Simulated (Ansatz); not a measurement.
# C₂H₇BO₃: small, medium and large basis sets

Aim: see how fast density functionals converge with the basis set for C₂H₇BO₃.

Computed with Ansatz 0.2.0, Gaussian basis. Level: one geometry, several basis sets.

The runs, in order: PBE0-D4/def2-SVP; ωB97M-V/def2-SVP; PBE0-D4/def2-QZVPP; ωB97M-V/def2-QZVPP; the functionals' def2-TZVPP values are taken from earlier runs.

## (1) Structure used throughout

All runs share one geometry, relaxed beforehand with PBE0-D4 in a triple-zeta def2 set.

SMILES `COB(O)OC`, 13 atoms, charge 0, spin multiplicity 1.

Atoms are counted from 1 here; the program's logs count them from 0.

Bond lengths: C1–O2 1.413 Å, C1–H7 1.093 Å, C1–H8 1.090 Å, C1–H9 1.093 Å, O2–B3 1.360 Å, B3–O4 1.368 Å, B3–O5 1.363 Å, O4–H10 0.960 Å, O5–C6 1.412 Å, C6–H11 1.091 Å, C6–H12 1.092 Å, C6–H13 1.094 Å. Angles: O2–C1–H7 111.2°, O2–C1–H8 107.6°, O2–C1–H9 111.2°, H7–C1–H8 109.2°, H7–C1–H9 108.4°, H8–C1–H9 109.2°, C1–O2–B3 120.1°, O2–B3–O4 120.2°, O2–B3–O5 120.7°, O4–B3–O5 119.1°, B3–O4–H10 111.4°, B3–O5–C6 121.6°, O5–C6–H11 108.3°, O5–C6–H12 111.7°, O5–C6–H13 110.0°, H11–C6–H12 109.4°, H11–C6–H13 108.7°, H12–C6–H13 108.8°.

## (2) PBE0-D4 in def2-SVP

in.yaml

```yaml
crystal:
  periodic: [false, false, false]
  atoms:
    - {symbol: C, position_ang: [0.452061, -2.024535, -0.475141]}
    - {symbol: O, position_ang: [0.166055, -0.641675, -0.510717]}
    - {symbol: B, position_ang: [-0.036144, 0.043509, 0.646985]}
    - {symbol: O, position_ang: [0.051157, -0.599777, 1.851417]}
    - {symbol: O, position_ang: [-0.332170, 1.373764, 0.626623]}
    - {symbol: C, position_ang: [-0.419426, 2.094711, -0.583907]}
    - {symbol: H, position_ang: [-0.362002, -2.585463, -0.008730]}
    - {symbol: H, position_ang: [0.575442, -2.361803, -1.504499]}
    - {symbol: H, position_ang: [1.371775, -2.224085, 0.080770]}
    - {symbol: H, position_ang: [-0.113654, 0.000874, 2.581476]}
    - {symbol: H, position_ang: [-1.242646, 2.806304, -0.499655]}
    - {symbol: H, position_ang: [-0.597042, 1.433789, -1.434386]}
    - {symbol: H, position_ang: [0.506994, 2.649783, -0.755436]}
basis:
  gaussian: {orbitals: def2-SVP}
hamiltonian: {xc: pbe0, dispersion: d4}
output: {orbitals: {seedname: orbitals}}
```

Command:

```sh
ansatz run in.yaml --threads 4 --pin off --events-out ev --progress --plain --max-ram 10444MiB
```

After this run come: ωB97M-V in def2-SVP; PBE0-D4 in def2-QZVPP; ωB97M-V in def2-QZVPP.

Q: Predict the results of all the runs planned. Wanted: PBE0-D4: double and triple zeta above quadruple; ωB97M-V: double and triple zeta above quadruple.

As calculated:

| quantity | value |
| --- | --- |
| PBE0-D4: double and triple zeta above quadruple | 10.96, 0.52 eV |
| ωB97M-V: double and triple zeta above quadruple | 11.26, 0.50 eV |

For PBE0-D4 the step from double to triple zeta gains 10.44 eV and the next only 0.52 eV. Total energies overstate the basis error of differences, where much of it tends to cancel. The LUMO of ωB97M-V is positive and keeps falling with the basis (3.51 to 1.69 eV): an unbound level that the basis holds in place.
